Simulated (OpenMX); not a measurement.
HfIn4SiO6:

```xyz
12
Lattice="2.7159 -4.7036 0.0083 2.7159 4.7036 0.0083 -1.8792 0.0000 7.4013" Properties=species:S:1:pos:R:3 pbc="T T T"
Hf    2.7159   -2.7125    0.0083
In    1.7763   -1.1453    3.7090
In    2.7159    0.4231    0.0083
In    1.7763    2.0313    3.7090
In    1.7763   -4.3098    3.7090
Si    2.7159    3.5589    0.0083
O    -1.1497    0.2444    6.4159
O     4.7022    0.2444    1.0021
O     1.9910   -1.2091    6.4253
O     1.5616   -1.2091    0.9927
O     1.8741    2.2355    0.9933
O     1.6785    2.2355    6.4246
```

The cell was built by a generator and needn't be a form met in nature.

Base run:

```yaml
Program: OpenMX 3.8.5
Functional: PBE
Potentials_or_basis: OpenMX 2013 PBE set, Hf7.0-s3p2d2f1, In7.0-s3p2d2, Si7.0-s2p2d1, O6.0-s2p2d1, grid cutoff 500 Ry
k_mesh: 7 × 7 × 5
Occupations: fermi-dirac, width 0.05 eV
Spin: no spin polarisation
```

Its results: pressure 0.7 GPa; largest force 0.313 eV/Å.

**Question.** The run is repeated on the same cell with these changes: potentials or basis from OpenMX 2013 PBE set, Hf7.0-s3p2d2f1, In7.0-s3p2d2, Si7.0-s2p2d1, O6.0-s2p2d1, grid cutoff 500 Ry to OpenMX 2013 PBE set, Hf7.0-s3p2d2, In7.0-s3p2d1, Si7.0-s2p1d1, O6.0-s2p2, grid cutoff 500 Ry. What comes out?

**Answer.** Pressure 3.0 GPa; largest force 0.375 eV/Å.

Caveats: the basis of atomic orbitals isn't converged, which shifts pressures, moduli and gaps.

Not every run made on this cell is shown here.
